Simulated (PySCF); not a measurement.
# H5NSeSi: the cost of one run

Programs: PySCF 2.14.0, with routines of our own; each step states its level. All values are computed. Atoms count from 0.

### 1 The starting structure

8 atoms, charge 0, multiplicity 1; geometry from: GFN2-xTB.

### 2 Geometry optimisation at PBE0-D3(BJ)/def2-SVP

Job settings and geometry (Å):

```
{"job": {"xc": "PBE0", "basis": "def2-SVP", "d3": "d3bj", "grid": 1, "maxiter": 30, "shake": 0.01, "kind": "geom"}, "charge": 0, "multiplicity": 1}
N     -1.048740    -0.497100     0.407850
Si     0.078710     0.695940    -0.084760
Se     1.743510    -0.487850    -1.113430
H     -1.870480    -0.184820     0.885130
H     -1.260300    -1.268380    -0.204280
H     -0.302530     1.680520    -1.104560
H      0.614400     1.319500     1.128240
H      2.100570    -1.276950     0.033340
```

Started as:

```
OMP_NUM_THREADS=1 python heavy_run.py task.json out
```

This one command runs all jobs of the session in turn.

Q: Estimate the wall time and peak memory of this first job on 1 thread of Intel Xeon 6975P-C, shared host.

About 21 s, with a peak of 0.38 GiB.
